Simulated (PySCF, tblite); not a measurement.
**C3H10FSi3 radical: geometry, infrared bands and EPR parameters**

Aim: predict the infrared bands and EPR parameters of C3H10FSi3 radical (`FC1[SiH2]C[SiH]C[SiH2]1`).

The runs use tblite 0.8.0 and PySCF 2.14.0, with density-fitted response routines of our own; the level of theory stands in each step. All values are computed, except where a source is named. Atoms are numbered from 0 throughout.

### 1 The starting structure

17 atoms, charge 0, multiplicity 2; geometry from: force field or distance geometry start.

Bonds of the start (Å): F0–C1 1.37, C1–Si2 1.87, Si2–C3 1.88, C3–Si4 1.85, Si4–C5 1.87, C5–Si6 1.87, Si6–C1 1.87, C1–H7 1.14, Si2–H8 1.48, Si2–H9 1.44, C3–H10 1.13, C3–H11 1.09, Si4–H12 1.48, C5–H13 1.12, C5–H14 1.10, Si6–H15 1.46, Si6–H16 1.46.

### 2 Optimising the geometry with GFN2-xTB

What the job is given:

```
{"job": {"kind": "relax", "xc": "GFN2-xTB", "basis": "xTB"}, "charge": 0, "multiplicity": 2}
F     -0.280700    -2.885800    -0.067700
C     -0.038700    -1.571700     0.227500
Si     1.098000    -0.738500    -1.001200
C      1.689200     0.826000    -0.145300
Si     0.241200     1.965800     0.011200
C     -1.054600     1.102700     1.038000
Si    -1.581200    -0.510200     0.248900
H      0.448400    -1.429500     1.245100
H      0.220300    -0.268700    -2.099100
H      2.174800    -1.585500    -1.453700
H      1.941700     0.486300     0.900700
H      2.569900     1.253300    -0.617800
H     -0.335700     2.213400    -1.326500
H     -0.570700     0.822700     2.006700
H     -1.950600     1.722300     1.213000
H     -1.889200    -0.255000    -1.158300
H     -2.689000    -1.135500     0.968700
```

Run with:

```console
OMP_NUM_THREADS=1 python probes_run.py task.json out
```

The driver reads the jobs from task.json and runs them one after another.

What it wrote:

```text
step      E/eV     max force
  0    -580.45499    1.723
  1    -580.62723    0.851
  2    -580.69674    0.685
  3    -580.75887    0.582
  4    -580.81086    0.464
  5    -580.83007    0.356
  6    -580.84848    0.370
  7    -580.86634    0.409
  8    -580.89104    0.471
  9    -580.91385    0.372
 10    -580.92841    0.213
 11    -580.93578    0.191
 12    -580.94258    0.216
 13    -580.95400    0.279
 14    -580.96941    0.331
 15    -580.98496    0.253
 16    -580.99559    0.241
 17    -581.00399    0.254
 18    -581.01318    0.273
 19    -581.02312    0.276
 20    -581.03353    0.251
 21    -581.04271    0.293
 22    -581.04972    0.259
 23    -581.05456    0.167
 24    -581.05778    0.137
 25    -581.05984    0.098
 26    -581.06100    0.082
 27    -581.06170    0.097
 28    -581.06235    0.097
 29    -581.06314    0.104
 30    -581.06404    0.111
 31    -581.06478    0.068
 32    -581.06528    0.082
 33    -581.06569    0.081
 34    -581.06625    0.084
 35    -581.06704    0.103
 36    -581.06785    0.082
 37    -581.06841    0.054
 38    -581.06874    0.038
 39    -581.06900    0.051
 40    -581.06928    0.052
 41    -581.06958    0.037
 42    -581.06980    0.032
 43    -581.06994    0.027
 44    -581.07003    0.019
 45    -581.07008    0.017
 46    -581.07014    0.017
 47    -581.07021    0.028
 48    -581.07032    0.035
 49    -581.07043    0.028
 50    -581.07051    0.020
 51    -581.07055    0.016
 52    -581.07060    0.018
 53    -581.07065    0.021
 54    -581.07071    0.019
 55    -581.07075    0.014
 56    -581.07078    0.015
 57    -581.07081    0.017
 58    -581.07086    0.020
 59    -581.07091    0.020
 60    -581.07097    0.017
 61    -581.07102    0.020
 62    -581.07109    0.023
 63    -581.07121    0.028
 64    -581.07135    0.030
 65    -581.07145    0.019
 66    -581.07150    0.014
 67    -581.07155    0.016
 68    -581.07161    0.023
 69    -581.07169    0.022
 70    -581.07173    0.013
 71    -581.07175    0.007
```

Run time: 0.63 s. Hardware: 1 thread of Arm Neoverse V1, shared host.

Step by step: (not every step is listed)

```csv
step,energy from step 0 (eV),largest force (eV/Å)
0,0.0000,1.7232
1,-0.1722,0.8513
2,-0.2418,0.6851
3,-0.3039,0.5824
4,-0.3559,0.4645
5,-0.3751,0.3563
6,-0.3935,0.3705
7,-0.4114,0.4090
8,-0.4361,0.4712
13,-0.4990,0.2788
18,-0.5582,0.2733
23,-0.5996,0.1673
28,-0.6074,0.0966
33,-0.6107,0.0815
38,-0.6138,0.0383
43,-0.6150,0.0271
48,-0.6153,0.0349
53,-0.6157,0.0213
58,-0.6159,0.0204
63,-0.6162,0.0280
66,-0.6165,0.0139
67,-0.6166,0.0161
68,-0.6166,0.0233
69,-0.6167,0.0225
70,-0.6167,0.0133
71,-0.6168,0.0068
```

Distances of close pairs at the start and the end, largest changes first:

```csv
bond,before (Å),after (Å),change (Å)
C3–Si4,1.849,1.905,+0.055
C1–Si2,1.870,1.916,+0.046
C1–Si6,1.873,1.916,+0.044
C1–H7,1.137,1.096,-0.041
Si4–C5,1.865,1.905,+0.040
C3–H10,1.128,1.090,-0.038
F0–C1,1.368,1.405,+0.036
C5–Si6,1.871,1.903,+0.032
```

The end geometry stands in the next job.

### 3 Vibrational analysis with GFN2-xTB

What the job is given:

```
{"job": {"kind": "ir", "xc": "GFN2-xTB", "basis": "xTB"}, "charge": 0, "multiplicity": 2}
F     -0.488373    -2.791276    -0.475155
C     -0.104303    -1.571767     0.106580
Si     1.264025    -0.800549    -0.990640
C      1.722924     0.867069    -0.197356
Si     0.233779     2.023427     0.074196
C     -1.115880     1.147405     1.093797
Si    -1.682162    -0.513385     0.357197
H      0.313479    -1.854829     1.079545
H      0.717879    -0.600412    -2.336673
H      2.410953    -1.714628    -1.044180
H      2.222479     0.681112     0.753822
H      2.455990     1.366798    -0.828010
H     -0.301579     2.522270    -1.200581
H     -0.760181     0.981909     2.111030
H     -1.980157     1.803289     1.181503
H     -2.317210    -0.305902    -0.948288
H     -2.598662    -1.228502     1.253302
```

What it wrote:

```text
mode    cm-1     km/mol
  1      65.8      2.52
  2      99.6      0.00
  3     150.5      0.72
  4     178.9      3.86
  5     184.2      5.11
  6     244.5      7.51
  7     255.7      0.71
  8     322.5      4.12
  9     440.3     20.07
 10     449.1     36.02
 11     489.6     24.72
 12     511.8     13.84
 13     523.5      1.26
 14     565.6     32.90
 15     608.2     54.25
 16     608.9     14.12
 17     655.0     26.78
 18     680.4      4.03
 19     702.6    165.12
 20     728.8    156.43
 21     731.2    129.36
 22     777.7    360.50
 23     785.4    479.09
 24     795.9    134.22
 25     807.2    160.30
 26     824.8     22.47
 27     977.1     39.54
 28    1011.6      0.53
 29    1025.0      1.07
 30    1068.5     23.90
 31    1124.3     77.66
 32    1132.0     58.36
 33    1260.9      8.47
 34    1457.8      0.14
 35    1462.0      1.31
 36    2183.1    216.70
 37    2220.0    315.81
 38    2229.3    478.90
 39    2241.6    132.19
 40    2249.3    509.15
 41    2893.2     43.41
 42    2972.4      4.97
 43    2975.8     53.83
 44    2998.5     15.43
 45    2999.9     37.41
```

Run time: 0.78 s. Hardware: 1 thread of Arm Neoverse V1, shared host.

Which atoms move in the most intense modes:

```csv
cm⁻¹,km/mol,atoms
703,165.1,"C5 17 %, C3 17 %, H13 11 %, H10 11 %"
778,360.5,"H8 24 %, H15 23 %, H9 21 %, H16 21 %"
785,479.1,"H15 12 %, Si6 12 %, Si2 12 %, H8 12 %"
807,160.3,"Si4 27 %, C5 22 %, C3 22 %"
2183,216.7,H12 95 %
2220,315.8,"H16 40 %, H9 29 %, H15 15 %, H8 12 %"
2229,478.9,"H9 50 %, H16 41 %"
2249,509.1,"H8 53 %, H15 38 %"
```

### 4 g tensor and hyperfine couplings: B3LYP/pcH-1

The job, as its differences from that of step 3:

```diff
@@ -1,2 +1,2 @@
-{"job": {"kind": "ir", "xc": "GFN2-xTB", "basis": "xTB"}, "charge": 0, "multiplicity": 2}
+{"job": {"kind": "epr", "basis": "pcH-1"}, "charge": 0, "multiplicity": 2}
 F     -0.488373    -2.791276    -0.475155
```

Method: UKS B3LYP, pcH-1 on C F H Si, non-relativistic, mean-field spin-orbit, GIAO.

What it wrote:

```text
UKS, coarse grid
  cycle   1  E = -1088.58815537  |g| = 4.94e-01
  cycle   2  E = -1088.52028824  |g| = 6.49e-01
  cycle   3  E = -1088.67976470  |g| = 6.85e-02
  cycle   4  E = -1088.68087465  |g| = 3.27e-02
  cycle   5  E = -1088.68127015  |g| = 8.37e-03
  cycle   6  E = -1088.68130403  |g| = 2.17e-03
  cycle   7  E = -1088.68130771  |g| = 7.30e-04
UKS, final grid
  cycle   1  E = -1088.68128284  |g| = 1.00e-03
  cycle   2  E = -1088.68128238  |g| = 1.41e-03
  cycle   3  E = -1088.68128333  |g| = 5.36e-05
  cycle   4  E = -1088.68128333  |g| = 2.34e-05
E = -1088.68128333 Eh   <S^2> = 0.7515 (exact 0.7500)
g shifts (ppm)      1          2          3
  rmc          -139       -139       -139
  gc             10         73         97
  oz_so         -65       1154       2056
  total        -194       1088       2014
hyperfine (MHz)  atom isotope    a_iso     a_fc   dipolar eigenvalues
    0   19F      11.13      11.11     -1.37     -0.90      2.27
    1   13C      -1.91      -1.91     -0.29     -0.28      0.57
    2  29Si     -49.71     -49.76     -8.76      3.85      4.91
    3   13C      17.43      17.40     -4.60     -4.33      8.93
    4  29Si    -494.55    -495.55   -161.41     80.45     80.96
    5   13C      17.19      17.15     -4.56     -4.28      8.84
    6  29Si     -49.79     -49.84     -8.77      3.86      4.91
    7    1H       0.40       0.40     -1.02     -0.53      1.56
    8    1H      -1.38      -1.38     -1.60     -0.65      2.25
    9    1H      21.53      21.53     -1.16     -0.49      1.65
   10    1H      11.54      11.54     -4.46     -2.53      6.99
   11    1H       1.99       1.98     -4.21     -2.17      6.38
   12    1H      54.94      54.92     -8.99      0.79      8.20
   13    1H      11.96      11.96     -4.45     -2.54      6.99
   14    1H       1.87       1.86     -4.19     -2.16      6.34
   15    1H      -1.41      -1.41     -1.59     -0.65      2.24
   16    1H      21.34      21.34     -1.16     -0.49      1.64
```

It took 2.5 min on 1 thread of Arm Neoverse V1, shared host; peak memory 1.1 GiB.

Principal g values 2.00213, 2.00341, 2.00433; g(iso) = 2.00329, against 2.00232 for a free electron.

Mean a(iso) over the nuclei that a row names, and the largest dipolar term of the row (other rows stand at the frozen geometry):

```csv
nuclei,isotope,a(iso) (MHz),"a(iso) (G, at g = 2.0023)",largest dipolar term (MHz)
Si4,29Si,-494.6,-176.5,-161.4
H12,1H,54.9,19.6,-9.0
"Si2, Si6",29Si,-49.7,-17.8,-8.8
"H9, H16",1H,21.4,7.6,1.6
"C3, C5",13C,17.3,6.2,8.9
"H10, H13",1H,11.8,4.2,7.0
F0,19F,11.1,4.0,2.3
"H11, H14",1H,1.9,0.7,6.4
C1,13C,-1.9,-0.7,0.6
"H8, H15",1H,-1.4,-0.5,2.2
H7,1H,0.4,0.1,1.6
```

Mulliken spin populations:

F0 0.00; C1 0.00; Si2 0.03; C3 0.00; Si4 0.92; C5 0.00; Si6 0.03; H7 0.00; H8 0.00; H9 0.01; H10 0.00; H11 0.00; H12 0.01; H13 0.00; H14 0.00; H15 0.00; H16 0.01

In first order the couplings over 0.8 MHz of 1H, 19F give 324 distinct lines over 49.6 G, if the averaged nuclei exchange fast; the same motion can average rows kept apart here too.

The fields below are evaluated on a grid from the run's orbitals.

ELF in a plane through or near 9 of the atoms.

Values, 10 rows by 14 columns:
```
0.00 0.00 0.00 0.00 0.00 0.00 0.00 0.00 0.00 0.00 0.00 0.00 0.00 0.00
0.00 0.00 0.00 0.00 0.00 0.17 0.80 0.88 0.56 0.04 0.00 0.00 0.00 0.00
0.00 0.00 0.00 0.03 0.02 0.24 0.92 0.96 0.74 0.06 0.04 0.01 0.00 0.00
0.00 0.00 0.37 0.99 0.96 0.64 0.13 0.78 0.81 0.70 0.99 0.94 0.01 0.00
0.00 0.00 0.03 0.39 0.72 0.51 0.67 0.32 0.79 0.50 0.62 0.19 0.00 0.00
0.00 0.00 0.06 0.26 0.20 0.18 0.31 0.14 0.28 0.12 0.37 0.17 0.02 0.00
0.00 0.06 0.99 1.00 0.88 0.17 0.92 0.24 0.85 0.19 1.00 1.00 0.75 0.00
0.00 0.00 0.67 0.95 0.38 0.02 0.65 0.71 0.20 0.02 0.90 0.93 0.13 0.00
0.00 0.00 0.00 0.00 0.00 0.02 0.52 0.65 0.26 0.00 0.00 0.00 0.00 0.00
0.00 0.00 0.00 0.00 0.00 0.00 0.00 0.00 0.00 0.00 0.00 0.00 0.00 0.00
```
The map spans 10.7 Å across and 10.9 Å up, centred on the molecule. Atoms in the plane (x, y in Å): F0 (0.0, -2.9), C1 (0.0, -1.6), Si2 (1.6, -0.7), Si4 (0.0, 2.0), Si6 (-1.6, -0.7), H9 (2.8, -1.4), H11 (2.4, 1.6), H14 (-2.4, 1.6), H16 (-2.8, -1.5).

On the surface of density 0.002 e/bohr³ the electrostatic potential runs, from the 1st to the 99th percentile, from -1.12 V near F0 to 1.22 V near H7.

The spin density lies nearest to Si4 68 %; H12 10 %.

### 5 What came out

| quantity | value |
| --- | --- |
| strongest single infrared mode (GFN2-xTB) | 2249 cm⁻¹, 509 km/mol |
| zero-point energy (GFN2-xTB) | 71.0 kcal/mol |
| g(iso) (B3LYP) | 2.00329 |
| ⟨S²⟩ | 0.751 (exact 0.75) |
| largest a(iso) (averaged by class) | 29Si on Si4, -494.6 MHz |
| potential on the surface of density 0.002 e/bohr³, 1st and 99th percentile | -1.12 V and 1.22 V |

What this shows: Over 71 steps the energy fell by 0.617 eV; of the close pairs, C3–Si4 changed most, 1.849 to 1.905 Å. All 45 modes are real, so the xTB geometry is a minimum. The strongest single mode, at 2249 cm⁻¹, moves mainly H8 and H15. GFN2-xTB is a fitted tight-binding method: band positions and strengths are rough. Its intensities can rank the bands wrongly. Si4 carries the largest spin population, 0.92 e. The isotropic g lies 1.0 ppt above the free-electron value. These values are for one conformer; the search (at its own cheap level) found 2 more, at 0.12, 1.43 kcal/mol, and measured spectra average over such forms.
